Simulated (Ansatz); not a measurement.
# BBr2F: the cost of one run

Computed with Ansatz 0.2.0. Level: RHF/def2-TZVP.

## Step 1: The starting structure

SMILES `FB(Br)Br`, 4 atoms, charge 0, spin multiplicity 1.

Atoms are counted from 1 here; the program's logs count them from 0.

Bond lengths: F1–B2 1.323 Å, B2–Br3 1.913 Å, B2–Br4 1.913 Å. Angles: F1–B2–Br3 119.0°, F1–B2–Br4 119.0°, Br3–B2–Br4 122.0°.

Geometry (Å):

```mol
BBr2F
  3D, bonds by distance, orders not assigned

  4  3  0  0  0  0  0  0  0  0999 V2000
    0.1294   -1.1891   -0.7809 F   0  0
    0.0215   -0.0891   -0.0537 B   0  0
   -1.6960    0.4068    0.6281 Br  0  0
    1.5879    0.9568    0.2837 Br  0  0
  1  2  8  0
  2  3  8  0
  2  4  8  0
M  END
```

## Step 3: Setting up the map

The axes are (1) bond length B2–Br3: 15 values from 1.684 to 2.392 Å; (2) bond length B2–Br4: 15 values from 1.646 to 2.679 Å.

Nothing else is relaxed (all other coordinates rigid). Energies count from the relaxed molecule at the same level. Points are written as (first, second).

(The set-up runs are not shown.)

## Step 4: Grid point (2.139 Å, 2.310 Å)

Input file input.yaml:

```yaml
crystal:
  periodic: [false, false, false]
  atoms:
    - { symbol: F, position_ang: [0.1274, -1.168016, -0.767081] }
    - { symbol: B, position_ang: [0.022218, -0.096011, -0.05829] }
    - { symbol: Br, position_ang: [-1.898022, 0.458073, 0.703936] }
    - { symbol: Br, position_ang: [1.913405, 1.166397, 0.348946] }
basis:
  gaussian: { orbitals: def2-TZVP }
hamiltonian:
  xc: hf
output:
  forces: true
```

On the command line:

```
$ ansatz run input.yaml --threads 1 --pin off --max-ram 2560MiB --backend cpu --events-out ev --progress --plain --runs-dir out
```

What time and memory should one allow on 1 thread of Arm Neoverse V2, shared host?

About 5.8 s, with a peak of 0.38 GiB.
